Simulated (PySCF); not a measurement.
# GeH5N: the cost of one run

Computed with PySCF 2.14.0, with density-fitted response routines of our own, on a single molecule in the gas phase. Atoms count from 0, in the outputs and in this text.

## 1. The molecule as given

7 atoms, charge 0, multiplicity 1; geometry from: GFN2-xTB. The atoms were then displaced at random by about 0.01 Å, so the start is not that level's minimum.

Bonds of the start (Å): N0–Ge1 1.84, N0–H2 1.01, N0–H3 0.99, Ge1–H4 1.48, Ge1–H5 1.50, Ge1–H6 1.50.

## 2. Relaxing the molecule at PBE0-D3(BJ)/def2-SVP

The job: settings as JSON, then the geometry in Å.

```
{"job": {"xc": "PBE0", "basis": "def2-SVP", "d3": "d3bj", "grid": 1, "shake": 0.01, "kind": "geom"}, "charge": 0, "multiplicity": 1}
N      1.106620    -0.144230     0.230890
Ge    -0.694720     0.118700    -0.005860
H      1.679800     0.466370    -0.329130
H      1.458390    -1.066670     0.166340
H     -1.359670    -0.748750     0.999290
H     -0.948150     1.572220     0.259980
H     -1.208320    -0.226740    -1.371430
```

The run is started by

```
> OMP_NUM_THREADS=1 python probes_run.py task.json out
```

The driver reads the jobs from task.json and runs them one after another.

Q: Estimate the wall time and peak memory of this first job on 1 thread of Arm Neoverse V1, shared host.

About 6.3 s, with a peak of 0.31 GiB.
